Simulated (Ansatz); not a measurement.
# F2H4OSSi: the cost of one run

Method: RKS PBE0-D4/def2-SVP, in Ansatz 0.2.0.

## Step 1: The system as given

Bond lengths: Si1–O3 1.680 Å, O3–H4 1.010 Å, Si1–F5 1.589 Å, Si1–F6 1.589 Å, Si1–S7 2.460 Å, S7–H8 1.400 Å. Angles: Si1–O3–H4 109.5°, O3–Si1–F5 109.5°, O3–Si1–F6 109.5°, O3–Si1–S7 178.9°, F5–Si1–F6 109.5°, F5–Si1–S7 70.0°, F6–Si1–S7 70.0°, Si1–S7–H8 109.5°.

As a file:

```xyz
9

Si    0.0000    0.0000    0.0000
H     0.0000    0.0000    1.8100
O     1.5842    0.0000   -0.5594
H     1.9006   -0.9521   -0.6761
F    -0.7489    1.2974   -0.5295
F    -0.7489   -1.2974   -0.5295
S    -2.3345    0.0000    0.7757
H    -3.0901   -0.8728   -0.0163
H    -0.9511    0.0000    1.8802
```

## Step 2: A restrained relaxation towards end A

Springs on the bonds that form and break draw the guess towards this end; the thresholds are loose.

Input file input.yaml:

```yaml
crystal:
  periodic: [false, false, false]
  atoms:
    - { symbol: Si, position_ang: [0.0, 0.0, 0.0] }
    - { symbol: H, position_ang: [0.0, 0.0, 1.81] }
    - { symbol: O, position_ang: [1.5842, 0.0, -0.5594] }
    - { symbol: H, position_ang: [1.9006, -0.9521, -0.6761] }
    - { symbol: F, position_ang: [-0.7489, 1.2974, -0.5295] }
    - { symbol: F, position_ang: [-0.7489, -1.2974, -0.5295] }
    - { symbol: S, position_ang: [-2.3345, 0.0, 0.7757] }
    - { symbol: H, position_ang: [-3.0901, -0.8728, -0.0163] }
    - { symbol: H, position_ang: [-0.9511, 0.0, 1.8802] }
basis:
  gaussian: { orbitals: def2-SVP }
hamiltonian:
  xc: pbe0
  dispersion: d4
relax:
  f_tol: 0.15
  max_steps: 25
  restrain:
    - { distance: [0, 6], at: 3.36, k: 30.0 }
    - { distance: [8, 1], at: 1.86, k: 30.0 }
    - { distance: [0, 1], at: 1.46, k: 30.0 }
    - { distance: [8, 6], at: 1.4, k: 30.0 }
```

Run with:

```
$ ansatz run input.yaml --threads 2 --pin off --max-ram 3072MiB --backend cpu --events-out ev --progress --plain --runs-dir out
```

Q: Estimate wall time and peak memory on 2 threads of Intel Xeon Platinum 8259CL at 2.50GHz (Skylake/Cascade Lake), shared host.

About 27 s, with a peak of 0.23 GiB.
